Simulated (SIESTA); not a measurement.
Te2Mo3WSe6, a slab with vacuum:

```
W Te Mo Se
1.0
     3.38100    0.00000    0.00000
    -1.69050    2.92803    0.00000
     0.00000    0.00000   38.42964
W Te Mo Se
1 2 3 6
Direct
  0.00000 0.00000 0.28180
  0.66667 0.33333 0.60865
  0.66667 0.33333 0.70641
  0.00000 0.00000 0.65756
  0.66667 0.33333 0.46967
  0.66667 0.33333 0.09391
  0.66667 0.33333 0.23858
  0.00000 0.00000 0.51272
  0.00000 0.00000 0.13698
  0.00000 0.00000 0.42659
  0.00000 0.00000 0.05086
  0.66667 0.33333 0.32502
```

- Program: SIESTA 5.4.2
- Task: single point
- Functional: PBEsol
- Potentials or basis: PseudoDojo 0.4 standard (PBEsol files)
- Basis: DZP (energy shift 0.003 Ry; two zetas on semicore shells)
- Grid cutoff: 800 Ry
- Energy shift: 0.003 Ry
- k mesh: 9 × 9 × 1
- Occupations: fermi-dirac, width 0.05 eV
- Spin: no spin polarisation

On this cell: largest force 0.442 eV/Å; band gap on the k mesh 0.45 eV, indirect (least direct gap 0.52 eV).

The same run follows on a disturbed copy (atoms moved at random, drawn with an rms of 0.05 Å):

```xyz
12
Lattice="3.3810 0.0000 0.0000 -1.6905 2.9280 0.0000 0.0000 0.0000 38.4296" Properties=species:S:1:pos:R:3 pbc="T T T"
W     0.0122    0.0457   10.8719
Te    1.7378    0.9619   23.3976
Te    1.6531    0.9626   27.0823
Mo   -0.0112    0.0317   25.2302
Mo    1.7089    0.9078   18.0494
Mo    1.6983    0.9634    3.6035
Se    1.6720    0.9792    9.1276
Se   -0.0023    0.0109   19.6786
Se    0.0325    0.0127    5.2960
Se    0.0157   -0.0256   16.3473
Se    0.0476   -0.0065    1.9211
Se    1.7347    0.9988   12.5031
```

Q: What changes?

A: The energy moves by +13.7 meV/atom; largest force 1.621 eV/Å; band gap on the k mesh 0.48 eV, indirect (least direct gap 0.53 eV).

Forces in eV/Å, atoms in the order of the input:
```
W    0.069 -0.536 -1.528
Te  -0.469  0.374 -0.851
Te   0.193  0.340  0.509
Mo   0.273 -0.715  0.247
Mo  -0.212  0.988 -1.012
Mo   0.501  0.245  0.151
Se   0.221  0.306  0.731
Se   0.193 -0.652  0.691
Se  -0.197 -0.183 -0.249
Se   0.024 -0.333  0.291
Se  -0.305 -0.062  0.221
Se  -0.292  0.226  0.801
```

Stress tensor (GPa, compression positive):
```
-0.46 -0.06  0.34
-0.06 -1.49 -0.38
 0.34 -0.38 -0.04
```

Caveats: short orbitals over semicore shells can move pressures by several GPa; spin-orbit coupling is left out, which moves the levels of the heavy elements; the basis of atomic orbitals isn't converged, which shifts pressures, moduli and gaps.

A k mesh can miss the band edges.
